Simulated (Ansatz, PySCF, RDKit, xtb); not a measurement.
**Si3NH9: from the formula to a structure**

Only the formula Si3NH9 is given. Aim: find the structure of lowest free energy at 298.15 K, then its properties.

Plan: many cheap relaxations first (GFN2-xTB), then density-functional screening, relaxation at PBE0-D3(BJ)/def2-SVP, vibrations and a final energy. The numbers are computed, not measured.

7 further runs of the same task are left out: 7 set aside as unsound or not needed.

### Step 1. Candidates

A program enumerates the bonding patterns with one Lewis structure each (two rings at most, one unusual centre or charged pair), with their diastereomers. O–O, O–halogen and N–halogen bonds and N–N–N chains are not drawn. That gives 10 candidates.

```csv
label,SMILES,spin
c015,[SiH3][NH2+][SiH-][SiH3],singlet
c037,[SiH3]N[SiH2][SiH3],singlet
c230,[NH3+][Si-]([SiH3])[SiH3],singlet
c369,[NH3+][SiH-][SiH2][SiH3],singlet
c399,[SiH2-][NH+]([SiH3])[SiH3],singlet
c466,[SiH3]N([SiH3])[SiH3],singlet
c525,N[SiH]([SiH3])[SiH3],singlet
c589,[NH3+][Si@H-](=[SiH2])[SiH3],singlet
c693,N[SiH2][SiH2][SiH3],singlet
c836,[SiH2-][NH2+][SiH2][SiH3],singlet
```

Candidates are built by distance geometry, with a force field where one applies, in up to four conformers (letters a to d). 1 start with atoms placed at random is added, to find patterns that the rules miss.

Q: Predict the outcome of this search (final energies at CCSD(T)/def2-SVP + MP2/def2-TZVPP - MP2/def2-SVP).

| quantity | value |
| --- | --- |
| lowest structure found | [SiH3]N([SiH3])[SiH3], singlet, C3h |
| next finalist | [SiH3]N[SiH2][SiH3], singlet, 14.6 kcal/mol higher in G |
| share at equilibrium, among the finalists | 100.0 % |
| harmonic wavenumbers, lowest and highest (PBE0-D3(BJ)/def2-SVP) | 73 and 2240 cm⁻¹ |
| rotational constants, same geometry | 0.1014, 0.1014, 0.05355 cm⁻¹ |
| dipole moment (PBE0/def2-TZVPD) | 0.00 D |
| HOMO energy (PBE0/def2-TZVPD) | -7.65 eV |
| LUMO energy (PBE0/def2-TZVPD) | -0.55 eV |
| HOMO–LUMO gap (PBE0/def2-TZVPD) | 7.10 eV |
| lowest excitation (TD-PBE0/def2-SVPD) | 5.83 eV (f = 0.001) |
| lowest triplet excitation, same level, Tamm-Dancoff | 5.52 eV |
| vertical ionisation energy | 9.37 eV |
| vertical electron affinity | -0.71 eV (unbound: the value depends on the basis) |
| vertical triplet less singlet | +5.40 eV |

`[SiH3]N([SiH3])[SiH3]` comes out lowest. Among the finalists first place is clear (14.6 kcal/mol); structures outside the list aren't covered. GFN2-xTB, HF/STO-3G, r2SCAN-D4/def2-SVP, PBE0-D3(BJ)/def2-SVP, HF/def2-SVP and MP2/def2-SVP already put its bonding pattern lowest among the structures in one piece. Lowest found is not proven lowest: the search is finite, and each finalist counts with one conformer. Patterns outside the rules of the enumeration were met only by chance.
